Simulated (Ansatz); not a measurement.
Relaxation of a periodic cell of 22 atoms, H3C18N (surface graphene monolayer, adsorbate NH3), to a largest force component of 0.03 eV/Å in at most 60 steps.

Computed with Ansatz 0.2.0, DFT LDA, scalar-relativistic, plane waves, PAW. Settings: cutoff 420 eV, k mesh 2x2x1, gaussian smearing 0.02 eV, no spin polarisation.

```xyz
22
Lattice="7.3980 0.0000 0.0000 -3.6990 6.4069 0.0000 0.0000 0.0000 11.0000" Properties=species:S:1:pos:R:3
C 0.000 0.000 1.000
C 1.233 0.712 1.000
C -1.233 2.136 1.000
C 0.000 2.847 1.000
C -2.466 4.271 1.000
C -1.233 4.983 1.000
C 2.466 0.000 1.000
C 3.699 0.712 1.000
C 1.233 2.136 1.000
C 2.466 2.847 1.000
C 0.000 4.271 1.000
C 1.233 4.983 1.000
C 4.932 0.000 1.000
C 6.165 0.712 1.000
C 3.699 2.136 1.000
C 4.932 2.847 1.000
C 2.466 4.271 1.000
C 3.699 4.983 1.000
N 2.424 4.749 2.430
H 2.358 3.812 2.810
H 3.265 5.161 2.810
H 1.650 5.275 2.810
```

Q: Where does it end, and by what steps?

A: The run converged. The force dipped under the threshold on the way, but the program's further checks kept it going. Limits of this set-up: coarse k mesh, slab without dipole correction, no dispersion correction for a molecule that may bind weakly. After 36 steps the energy has fallen by 5.288 eV; H20 moved furthest, 2.03 Å. The start is strongly strained (largest force component 9 eV/Å), so its close contacts needn't be bonds. Parted: C17–N19.

```tsv
step	energy less start (eV)	largest force component (eV/Å)	accepted
0	0.0000	8.772	yes
2	-3.5527	1.361	yes
4	-4.0614	1.746	yes
6	-4.7280	1.339	yes
8	-5.1798	0.335	yes
10	-5.2240	0.709	yes
12	-5.2266	0.807	no
14	-5.2492	0.211	yes
16	-5.2552	0.281	yes
18	-5.2647	0.077	yes
20	-5.2731	0.295	yes
22	-5.2630	0.450	no
24	-5.2822	0.286	yes
26	-5.2863	0.051	yes
28	-5.2875	0.098	yes
30	-5.2878	0.031	yes
32	-5.2879	0.005	yes
34	-5.2884	0.039	yes
36	-5.2884	0.021	yes
```

```xyz
22
Lattice="7.3980 0.0000 0.0000 -3.6990 6.4069 0.0000 0.0000 0.0000 11.0000" Properties=species:S:1:pos:R:3
C 0.027 0.087 0.751
C 1.259 0.786 0.752
C -1.207 2.222 0.753
C 0.026 2.920 0.752
C -2.440 4.357 0.753
C -1.208 5.057 0.755
C 2.492 0.087 0.753
C 3.724 0.786 0.752
C 1.260 2.222 0.749
C 2.491 2.921 0.746
C 0.027 4.357 0.753
C 1.259 5.057 0.747
C 4.958 0.087 0.751
C 6.190 0.786 0.752
C 3.725 2.222 0.749
C 4.957 2.920 0.752
C 2.493 4.357 0.741
C 3.724 5.056 0.748
N 2.326 4.112 3.779
H 2.271 4.272 4.787
H 3.135 4.633 3.431
H 1.499 4.542 3.355
```

Whether the end is a true minimum wasn't checked by a vibrational analysis.

Time of the run: 2.5 min on 1 thread of Intel(R) Xeon(R) Platinum 8488C (Sapphire Rapids) (shared host), peak memory 0.61 GiB.
